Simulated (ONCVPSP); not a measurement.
# An ONCV potential for mercury, from input to tests

Do these settings give a usable potential? It is generated, then checked for transferability, scattering, ghosts and hardness.

Program: ONCVPSP 4.0.1.1 (patched build). Reference atom: PBE, scalar-relativistic, spherical and spin-unpolarised. All values are calculated.

### Step 1. The design

Typed settings, in words:

- element: mercury (Hg, Z = 80)
- type: optimised norm-conserving Vanderbilt (ONCV)
- frozen core: [Kr] 4d10 4f14 5s2
- valence charge: 18
- reference configuration: 5p6 5d10 6s2
- partial waves: 6s: rc 2.25 bohr, ncon 4, nbas 7, qcut 2.4 1/bohr, 2 projectors, debl 3.8 Ha; 5p: rc 1.15 bohr, ncon 3, nbas 6, qcut 7 1/bohr, 2 projectors, debl 2.1 Ha; 5d: rc 2.05 bohr, ncon 4, nbas 8, qcut 9.1 1/bohr, 2 projectors, debl 0.5 Ha; f scattering state at 0.23 Ha: rc 2.40 bohr, ncon 4, nbas 9, qcut 5.1 1/bohr, 1 projector
- local potential: polynomial inside 0.85 bohr (lpopt 5, dvloc0 0 Ha)
- core correction: Teter function, fcfact 2.25, rcfact 1.55

An earlier all-electron run gives the scale for the radii.

All-electron outer shells of the reference configuration (PBE, scalar-relativistic, ld1.x):

```csv
shell,level (eV),outermost node (bohr),outermost maximum (bohr)
4f,-95.89,–,0.37
5p,-66.52,0.51,0.93
5d,-9.86,0.55,1.17
6s,-6.82,1.08,2.21
6p,-1.05,1.28,3.34
```

### Step 2. Generating the potential

Hg.dat reads:

```
# ATOM AND REFERENCE CONFIGURATION
# atsym  z   nc   nv     iexc    psfile
  Hg 80.00   11    3        4      upf
#
#   n    l    f
    1    0    2.00
    2    0    2.00
    2    1    6.00
    3    0    2.00
    3    1    6.00
    3    2   10.00
    4    0    2.00
    4    1    6.00
    4    2   10.00
    4    3   14.00
    5    0    2.00
    5    1    6.00
    5    2   10.00
    6    0    2.00
#
# PSEUDOPOTENTIAL AND OPTIMIZATION
# lmax
    3
#
#   l,   rc,      ep,       ncon, nbas, qcut
    0    2.25    0.00    4    7    2.40
    1    1.15    0.00    3    6    7.00
    2    2.05    0.00    4    8    9.10
    3    2.40    0.23    4    9    5.10
#
# LOCAL POTENTIAL
# lloc, lpopt,  rc(5),   dvloc0
    4    5    0.85    0.00
#
# VANDERBILT-KLEINMAN-BYLANDER PROJECTORs
# l, nproj, debl
    0    2    3.80
    1    2    2.10
    2    2    0.50
    3    1    1.60
#
# MODEL CORE CHARGE
# icmod, fcfact, rcfact
    3    2.25    1.55
#
# LOG DERIVATIVE ANALYSIS
# epsh1, epsh2, depsh
   -4.00    5.00    0.02
#
# OUTPUT GRID
# rlmax, drl
    6.00    0.01
#
# TEST CONFIGURATIONS
# ncnf
    4
# nvcnf
#   n    l    f
    3
    5    1    6.00
    5    2   10.00
    6    0    1.00
#
    3
    5    1    6.00
    5    2   10.00
    6    0    0.00
#
    3
    5    1    6.00
    5    2    9.00
    6    0    0.00
#
    3
    5    1    6.00
    5    2    8.00
    6    0    0.00
#
```

Run with:

```
$ oncvpsp.x < Hg.dat > Hg.out
```

What does the calculation give? Wanted: cutoffs; bound ghosts; GHOST(+) flags; largest test error; largest phase difference near zero energy, channels read; rms error of d²Exc/dn², without and with the model core; projector energies reset by the program.

The runs gave:

| quantity | value |
| --- | --- |
| cutoffs | not determined |
| bound ghosts | s at -384.33 eV |
| GHOST(+) flags | s at 58 eV, p at 263 eV, f at 354 eV |
| largest test error (AE − PS) | -41 meV, for 5p6 5d10 6s0 |
| largest phase difference near zero energy, channels read | 0.002 rad |
| rms error of d²Exc/dn², without and with the model core | 3.84 and 0.40 mHa |
| projector energies reset by the program | p: -2.444, 0.250 Ha |

What this shows: A bound ghost (s) makes it unfit for use: electrons can fall into a state that the atom doesn't have. By total energies transferability is fair: the largest error is 41 meV on 29.7 eV, for 5p6 5d10 6s0. Near zero energy the phases of the channels with partial waves agree within 0.002 rad. The program also flags highly localised states, GHOST(+) (s, p, f). These are tests on the free atom; a crystal test is still owed.
